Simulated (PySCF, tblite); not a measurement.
# C₇H₆FNSi: geometry, infrared bands and NMR shifts

What infrared bands and NMR shifts should C₇H₆FNSi (`N#CCC#C[Si@@H]1C=C(F)C1`) show?

Programs: tblite 0.8.0 and PySCF 2.14.0, with density-fitted response routines of our own. Each step states its level of theory. These are calculated values for one molecule in the gas phase, unless marked as measured. Atoms count from 0, in the outputs and in this text.

### 1 The molecule as given

16 atoms, charge 0, multiplicity 1; geometry from: force field or distance geometry start.

Bonds of the start (Å): N0–C1 1.18, C1–C2 1.47, C2–C3 1.48, C3–C4 1.21, C4–Si5 1.84, Si5–C6 1.77, C6–C7 1.28, C7–F8 1.40, C7–C9 1.44, C9–Si5 1.80, C2–H10 1.10, C2–H11 1.11, Si5–H12 1.47, C6–H13 1.12, C9–H14 1.13, C9–H15 1.12.

### 2 Optimising the geometry with GFN2-xTB

The job: settings as JSON, then the geometry in Å.

```
{"job": {"kind": "relax", "xc": "GFN2-xTB", "basis": "xTB"}, "charge": 0, "multiplicity": 1}
N      4.854200     1.351400    -0.003200
C      4.071000     0.471700    -0.079600
C      3.114000    -0.639400    -0.148700
C      1.725300    -0.131600    -0.107300
C      0.588800     0.278000    -0.066400
Si    -1.135000     0.911000    -0.069300
C     -2.113500     0.177800     1.215700
C     -2.901700    -0.498100     0.469100
F     -3.966000    -1.351400     0.793400
C     -2.384500    -0.137200    -0.831000
H      3.205900    -1.326900     0.701600
H      3.297500    -1.130500    -1.131000
H     -1.225600     2.366300    -0.250700
H     -2.071600     0.256900     2.335900
H     -3.094200     0.448400    -1.487900
H     -1.972300    -1.037500    -1.352000
```

Command:

```bash
$ OMP_NUM_THREADS=1 python probes_run.py task.json out
```

The driver reads the jobs from task.json and runs them one after another.

**Question.** This job is followed by: GFN2-xTB harmonic vibrations, gas phase; GIAO PBE0/pcSseg-1 NMR shielding, non-relativistic, gas phase. What will the session give for the following? strongest single infrared mode (GFN2-xTB); zero-point energy (GFN2-xTB); 13C shifts against TMS (PBE0/pcSseg-1); 1H shifts against TMS (PBE0/pcSseg-1); 15N shifts against NH3 (PBE0/pcSseg-1); 29Si shifts against TMS (PBE0/pcSseg-1); 19F shifts against CFCl3 (PBE0/pcSseg-1).

As calculated:

| quantity | value |
| --- | --- |
| strongest single infrared mode (GFN2-xTB) | 2288 cm⁻¹, 318 km/mol |
| zero-point energy (GFN2-xTB) | 65.3 kcal/mol |
| 13C shifts against TMS (PBE0/pcSseg-1) | 177.1, 117.8, 110.5, 103.8, 89.8, 27.6, 10.2 ppm |
| 1H shifts against TMS (PBE0/pcSseg-1) | 4.88, 4.83, 3.33, 3.31, 2.28, 2.23 ppm |
| 15N shifts against NH3 (PBE0/pcSseg-1) | 303.4 ppm |
| 29Si shifts against TMS (PBE0/pcSseg-1) | -78.9 ppm |
| 19F shifts against CFCl3 (PBE0/pcSseg-1) | -37.1 ppm |

In words: The optimisation took 59 steps and gained 1.066 eV; among the close pairs (by a distance rule), Si5–C9 changed most, from 1.800 to 1.934 Å. All 42 modes are real, so the xTB geometry is a minimum. The strongest single mode, at 2288 cm⁻¹, moves mainly H12. GFN2-xTB is a fitted tight-binding method: band positions and strengths are rough. Its intensities can rank the bands wrongly. At PBE0/pcSseg-1: The widest tensor belongs to N0: span 507 ppm, with a paramagnetic part of -374 ppm.
